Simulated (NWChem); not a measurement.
**KBr (SMILES [K][Br]) at HSE06 (ITYH form)/def2-SVP**

Aim: the energy change on altering one bond length of KBr at HSE06 (ITYH form)/def2-SVP, from 2 runs. 

The results are computed with NWChem 7.3.0.

1 further run of the same task is left out (set aside as unsound or not needed).

### 1 Starting point

KBr: 2 atoms, total charge 0, spin state singlet. As SMILES, `[K][Br]`. Geometry: relaxed at PBE0-D4/def2-TZVP.

Bond lengths: K1–Br2 2.848 Å.

### 2 Energy and forces at HSE06 (ITYH form)/def2-SVP

Contents of calc.nw:

```
echo
start calc
title "BrK"
memory 2200 mb
geometry units au noautoz
  K      2.31869395    -0.86870710     1.15915800
  Br    -2.26294703     0.75494559    -1.15141013
end
basis "ao basis" spherical
  * library def2-SVP
end
dft
  xc xpbe96 1.0 xcampbe96 -0.25 cpbe96 1.0 srhfexch 0.25
  cam 0.11 cam_alpha 0.0 cam_beta 1.0
  mult 1
  grid coarse
  direct
  maxiter 100
  mulliken
end
task dft gradient
```

The run is started by

```sh
$ nwchem calc.nw > calc.out
```

What it wrote:

```text
[...]
 Group name             C4v
[...]
          Wavefunction type:  closed shell.
          No. of atoms     :     2
          No. of electrons :    54
[...]
          Charge           :     0
          Spin multiplicity:     1
[...]
          AO basis - number of functions:    56
[...]
              XC Information
              --------------
                     Hartree-Fock (Exact) Exchange  0.250
          PerdewBurkeErnzerhof Exchange Functional  1.000
                     CAM-PBE96 Exchange Functional -0.250
            Perdew 1991 LDA Correlation Functional  1.000 local
           PerdewBurkeErnz. Correlation Functional  1.000 non-local
[...]
 d= 0,ls=0.0,diis     1  -3173.3473889637 -3.30D+03  2.44D-02  2.43D-01     1.1
[...]
 d= 0,ls=0.0,diis     6  -3173.3765183297 -2.10D-07  6.44D-06  5.20D-08     4.8
         Total DFT energy =    -3173.376518329673
      One electron energy =    -4657.523421476546
           Coulomb energy =     1485.111417492785
    Exchange-Corr. energy =     -124.523498606553
 Nuclear repulsion energy =      123.558984260641
[...]
      Total Density - Mulliken Population Analysis
     ---------------------------------------------
    Atom       Charge   Shell Charges
 -----------   ------   -------------------------------------------------------
    1 K   19    18.34   2.00  2.00  2.00  0.14 -0.03  6.00  5.99  0.12  0.03  0.10
    2 Br  35    35.66   2.00  2.00  1.99  1.39  0.60  6.00  5.98  2.31  3.40  8.20  1.74  0.06
[...]
  wavefunction    = closed shell
[...]
                         DFT ENERGY GRADIENTS
    atom               coordinates                        gradient
                 x          y          z           x          y          z
   1 K       0.000000   0.000000   3.488362    0.000000   0.000000   0.000404
   2 Br      0.000000   0.000000  -1.893682    0.000000   0.000000  -0.000404
[...]
```

It took 8.7 s on 1 thread of Intel Xeon Platinum 8375C at 2.90GHz (Ice Lake), shared host; peak memory 0.11 GiB.

### 3 The distorted shape

Contents of geom.nw:

```
start geom
title "BrK HSE06 (ITYH form)"
memory total 2200 mb
charge 0

geometry units angstrom noautoz
  K     2.439250   -0.889300    1.224750
  Br   -1.197500    0.399500   -0.609300
end

basis spherical
  * library def2-SVP
end

dft
  xc xpbe96 1.0 xcampbe96 -0.25 cpbe96 1.0 srhfexch 0.25
  cam 0.11 cam_alpha 0.0 cam_beta 1.0
  grid coarse
  direct
  maxiter 100
  mulliken
end

task dft gradient
```

The run is started by

```sh
$ nwchem geom.nw > geom.out
```

What it wrote:

```text
[...]
 Group name             C4v
[...]
          Wavefunction type:  closed shell.
          No. of atoms     :     2
          No. of electrons :    54
[...]
          Charge           :     0
          Spin multiplicity:     1
[...]
          AO basis - number of functions:    56
[...]
              XC Information
              --------------
                     Hartree-Fock (Exact) Exchange  0.250
          PerdewBurkeErnzerhof Exchange Functional  1.000
                     CAM-PBE96 Exchange Functional -0.250
            Perdew 1991 LDA Correlation Functional  1.000 local
           PerdewBurkeErnz. Correlation Functional  1.000 non-local
[...]
 Warning: spatial symmetry breaking: alpha =  3.48D-01
[...]
 d= 0,ls=0.0,diis     1  -3173.2933981566 -3.26D+03  7.12D-02  2.48D-01     0.7
 Warning: spatial symmetry breaking: alpha =  3.17D-01
 d= 0,ls=0.5,diis     2  -3172.3275333737  9.66D-01  9.21D-03  2.04D+00     1.2
[...]
 Warning: spatial symmetry breaking: alpha =  1.97D-04
 d= 0,ls=0.5,diis    18  -3173.3243216961 -1.14D-03  9.58D-04  2.63D-03    10.1
 Warning: spatial symmetry breaking: alpha =  1.61D-04
 d= 0,ls=0.5,diis    19  -3173.3249589658 -6.37D-04  8.09D-04  1.97D-03    10.7
 Warning: spatial symmetry breaking: alpha =  1.32D-04
 d= 0,ls=0.5,diis    20  -3173.3254282927 -4.69D-04  6.74D-04  1.42D-03    11.2
 Warning: spatial symmetry breaking: alpha =  1.08D-04
 d= 0,ls=0.5,diis    21  -3173.3257611414 -3.33D-04  5.75D-04  1.09D-03    11.8
[...]
 d= 0,ls=0.5,diis    60  -3173.3269214329 -1.17D-07  9.35D-06  6.46D-07    37.6
         Total DFT energy =    -3173.326921529313
      One electron energy =    -4575.476359139771
           Coulomb energy =     1444.256708266356
    Exchange-Corr. energy =     -124.479932640806
 Nuclear repulsion energy =       82.372661984909
[...]
      Total Density - Mulliken Population Analysis
     ---------------------------------------------
    Atom       Charge   Shell Charges
 -----------   ------   -------------------------------------------------------
    1 K   19    18.29   2.00  2.00  2.00  0.21 -0.04  6.00  6.00  0.09  0.00  0.03
    2 Br  35    35.71   2.00  2.00  1.99  1.38  0.62  6.00  5.98  2.27  3.48  8.20  1.74  0.06
[...]
  wavefunction    = closed shell
[...]
                         DFT ENERGY GRADIENTS
    atom               coordinates                        gradient
                 x          y          z           x          y          z
   1 K       0.000000   0.000000   5.232543    0.000000   0.000000   0.019140
   2 Br      0.000000   0.000000  -2.840523    0.000000   0.000000  -0.019140
[...]
```

Wall time 41 s (1 thread of Intel Xeon Platinum 8375C at 2.90GHz (Ice Lake), shared host); peak memory 0.11 GiB.

### 4 Outcome

At HSE06 (ITYH form)/def2-SVP:

| quantity | value |
| --- | --- |
| first shape: total energy | -3173.37652 Eh |
| first shape: dipole moment | 10.35 D |
| first shape: HOMO energy | -5.05 eV |
| first shape: LUMO energy | -1.76 eV |
| first shape: HOMO–LUMO gap | 3.28 eV |
| first shape: largest force on an atom | 0.021 eV/Å |
| distorted shape: total energy | -3173.32692 Eh |
| distorted shape: dipole moment | 16.54 D |
| distorted shape: HOMO energy | -3.74 eV |
| distorted shape: LUMO energy | -2.64 eV |
| distorted shape: HOMO–LUMO gap | 1.09 eV |
| distorted shape: largest force on an atom | 0.984 eV/Å |
| energy change with the K1–Br2 bond stretched from 2.848 to 4.272 Å | 1.350 eV |

**Reading.** With the K1–Br2 bond stretched from 2.848 to 4.272 Å the energy rises by 1.35 eV (130 kJ/mol).
